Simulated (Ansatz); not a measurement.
Cs₃Pt, space group Pm-3m, Fermi-surface readings

Computed with Ansatz's Python interface.

Interactive session:
```pycon
>>> import ansatz as az
>>> system = (
...     az.Lattice.cubic(5.777653)
...     .space_group(221)
...     .atom("Cs", (0.0, 0.0, 0.5))
...     .atom("Pt", (0.5, 0.5, 0.5))
... )
>>> len(system.resolved().sites)
4
>>> model = (
...     system.calculation()
...     .functional("pbe")
...     .basis(550)
...     .kpoints(mesh=(4, 4, 4))
...     .occupations("fermi_dirac", width=0.1)
...     .scf(tolerance=1e-10)
...     .eigenstates(nscf_kmesh=(6, 6, 6), level_slopes=True)
... )
>>> surface = model.run(threads=1).fermi_surface().to_plain()
DeckWarning: scf.convergence.dr2_threshold = 1e-10 eV is looser than 1e-11 eV, the default for `output.eigenstates.de_dk` on PAW and all-electron files: empty levels that such a close leaves unsettled can have slopes far off; leave [...]
>>> for way, reading in surface.items():
...     if reading:
...         rho_lambda = [f"{v:.3e}" for v in reading["resistivity_times_mean_free_path_ohm_m2"]]
...         print(f"{way:24s} area {reading['spin_summed_area_per_ang2']:8.3f} 1/A^2  rho*lambda (ohm m^2) {rho_lambda}")
...
by_tetrahedra            area    5.961 1/A^2  rho*lambda (ohm m^2) ['5.129e-15', '5.129e-15', '5.129e-15']
by_slopes                area    6.262 1/A^2  rho*lambda (ohm m^2) ['4.882e-15', '4.882e-15', '4.882e-15']
on_every_second_point    area    6.108 1/A^2  rho*lambda (ohm m^2) ['5.006e-15', '5.006e-15', '5.006e-15']
```

For a metal this k-point mesh is coarse: on a finer one energies can move by several to tens of meV an atom and pressures by half a GPa or more, differences at one mesh by less. Spin-orbit coupling, which matters for elements this heavy, is left out. The structure comes from a database of computed cells and needn't be a stable or known phase. Warnings are shown shortened and without file and line. The three readings differ by the mesh error. Timing: 12 s on 1 thread of AMD EPYC 7R43 64-Core Processor (Zen 3), on a shared host, peak memory 0.52 GiB.
